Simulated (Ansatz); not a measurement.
# AlF2H3OS (built from SMILES S.[OH][Al]([F])[F]): search for a transition state

Is there a first-order saddle for this four-centre ligand exchange, which should form Al1–S6, O2–H5 and break Al1–O2, H5–S6, and which two structures does it connect?

Program: Ansatz 0.2.0, Gaussian basis. Level of theory: PBE0-D4, def2-SVP first, then def2-TZVP. These are calculated values, not measurements.

31 further runs of the same task are left out: 31 set aside as unsound or not needed.

### Step 1. Starting geometry

The guess: 8 atoms, charge 0, spin multiplicity 1.

Atoms are counted from 1 here; the program's logs count them from 0.

Bond lengths: Al1–O2 2.180 Å, Al1–F3 1.642 Å, Al1–F4 1.640 Å, Al1–S6 2.638 Å, O2–H7 0.957 Å, S6–H8 1.330 Å. Angles: O2–Al1–F3 107.0°, O2–Al1–F4 112.3°, O2–Al1–S6 75.0°, F3–Al1–F4 126.6°, F3–Al1–S6 111.3°, F4–Al1–S6 112.8°, Al1–O2–H7 124.7°, Al1–S6–H8 93.7°.

Coordinates:

```csv
atom,x (Å),y (Å),z (Å)
Al1,-0.7341,0.7750,-0.3029
O2,1.3707,0.2094,-0.3418
F3,-1.2731,0.7270,-1.8531
F4,-1.0440,1.9451,0.8031
H5,0.8118,-0.8449,0.1030
S6,-0.6566,-1.6386,0.7580
H7,1.8676,0.0161,-1.1363
H8,-0.3421,-1.1892,1.9701
```

Distances that are to change: Al1–S6 2.64 Å, O2–H5 1.27 Å, Al1–O2 2.18 Å, H5–S6 1.79 Å.

### Step 2. Relaxing the guess with the reacting distances held

hold/in.yaml reads:

```yaml
crystal:
  periodic: [false, false, false]
  atoms:
    - {symbol: Al, position_ang: [-0.734100, 0.775000, -0.302900]}
    - {symbol: O, position_ang: [1.370700, 0.209400, -0.341800]}
    - {symbol: F, position_ang: [-1.273100, 0.727000, -1.853100]}
    - {symbol: F, position_ang: [-1.044000, 1.945100, 0.803100]}
    - {symbol: H, position_ang: [0.811800, -0.844900, 0.103000]}
    - {symbol: S, position_ang: [-0.656600, -1.638600, 0.758000]}
    - {symbol: H, position_ang: [1.867600, 0.016100, -1.136300]}
    - {symbol: H, position_ang: [-0.342100, -1.189200, 1.970100]}
basis:
  gaussian: {orbitals: def2-SVP}
hamiltonian: {xc: pbe0, dispersion: d4}
relax: {f_tol: 0.08, max_steps: 120, escape_saddle: false, constraints: [{distance: [0, 5]}, {distance: [1, 4]}, {distance: [0, 1]}, {distance: [4, 5]}]}
```

No record of the launch command was kept for these runs.

After this run come: Saddle search in the small basis; Saddle search in triple zeta; Checking the order of the point; Relaxing after a step of 0.30 Å one way along the mode; Relaxing after a step of 0.30 Å the other way along the mode.

**Question.** What will these runs give? Wanted: imaginary mode; barrier from the start side; barrier from the end side; energy of the step; pairs that change; zero-point energy at the saddle.

As calculated:

| quantity | value |
| --- | --- |
| imaginary mode | 873i cm⁻¹ |
| barrier from the start side | 8.1 kcal/mol |
| barrier from the end side | 13.6 kcal/mol |
| energy of the step | -5.5 kcal/mol |
| pairs that change | O2–H5 formed, Al1–O2 loosened, H5–S6 broken |
| zero-point energy at the saddle | 0.956 eV |

In words: The point has a single imaginary mode (873i cm⁻¹), as a transition state must. Going downhill both ways gives the intended start and end. A bond meant to break is only loosened at the end: the products stay bound as an adduct. At PBE0-D4/def2-TZVP the electronic barrier is 8.1 kcal/mol, about 14 kT at 298 K, and the step runs 5.5 kcal/mol downhill. A step off the saddle overshot and began above it in energy, so the link to its end is likely but not proven. The ends are the nearest minima, not always the lowest complexes.
